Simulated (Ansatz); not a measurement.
**ZrC (NiAs type): equation of state and elastic constants**

The task here is to estimate one member of a computed series from the others.

Program: Ansatz 0.2.0. Level of theory: DFT PBEsol, scalar-relativistic, plane waves, PAW. These are calculated values, not measurements.

## Starting point

It takes space group P6_3/mmc (No. 194, hexagonal). Conventional cell: a = 3.272 Å, b = 3.272 Å, c = 5.794 Å, α = 90.00°, β = 90.00°, γ = 120.00°. Zr (site symmetry -3m) has 6 C at 2.38 Å as nearest neighbours. Around C (site symmetry -6m2) lie 6 Zr at 2.38 Å.

Structure file:

```xyz
4
Lattice="3.2725 0.0000 0.0000 -1.6362 2.8341 0.0000 0.0000 0.0000 5.7944" Properties=species:S:1:pos:R:3 pbc="T T T"
Zr    0.0000    0.0000    0.0000
Zr    0.0000    0.0000    2.8972
C     0.0000    1.8894    1.4486
C     1.6362    0.9447    4.3458
```

An earlier run at PBEsol left this cell at 13.435 Å³/atom and 0.02 GPa (12×12×6 mesh).

Volume factors to run: 0.980, 1.020, 0.960, 1.040.

Set-up of the first run:

input.yaml

```yaml
crystal:
  lattice:
    - [3.2505304168, 0.0, 0.0]
    - [-1.6252652084, 2.8150419167, 0.0]
    - [0.0, 0.0, 5.7555019523]
  atoms:
    - { symbol: Zr, position: [0.0, 0.0, 0.0] }
    - { symbol: Zr, position: [0.0, 0.0, 0.5] }
    - { symbol: C, position: [0.3333333333, 0.6666666667, 0.25] }
    - { symbol: C, position: [0.6666666667, 0.3333333333, 0.75] }
basis:
  ecutwfc: 420
  ecutrho_ratio: 4
kpoints:
  mp_grid: { grid: [12, 12, 6] }
hamiltonian:
  xc: pbesol
scf:
  occupations: { method: gaussian, width: 0.05 }
output:
  forces: true
  stress: true
  eigenvalues: true
relax:
  f_tol: 0.01
  max_steps: 40
  cell: { stress_tol: 0.1, fix: [volume] }
```

Run with:

```sh
$ ansatz run input.yaml --threads 4 --pin off --max-ram 4096MiB --backend cpu --events-out ev --progress --plain --runs-dir out
```

Steps of the session up to this table: Volume × 0.980; At 1.020 of the relaxed volume; Scaling the volume by 0.960; Volume × 1.040.

One of the session's tables, all rows but one given; the rest of the session is left out.

```
volume (Å³/atom)  energy (meV/atom)  pressure (GPa)
          12.898              14.69            9.10
          13.166                  ?               ?
          13.435               0.00            0.02
          13.704               3.30           -3.87
          13.972              12.79           -7.42
```

**Question.** Estimate the row for volume (Å³/atom) = 13.166.

Worked estimate for «energy (meV/atom)». A straight line through the neighbours (12.898, 14.69) and (13.435, 0.00) gives 14.69 + (0.00 − 14.69) × (13.166 − 12.898) / (13.435 − 12.898) = 7.36; a parabola fitted to 3 rows on both sides gives 3.81.

The run gave: energy (meV/atom): 3.53; pressure (GPa): 4.32. In «energy (meV/atom)» the line misses by +3.83 and the parabola by +0.28.

volume (Å³/atom), energy (meV/atom) and a bar:
```
    12.90       14.7 ##############################
    13.17        3.5 #######
    13.43        0.0 
    13.70        3.3 #######
    13.97       12.8 ##########################
```
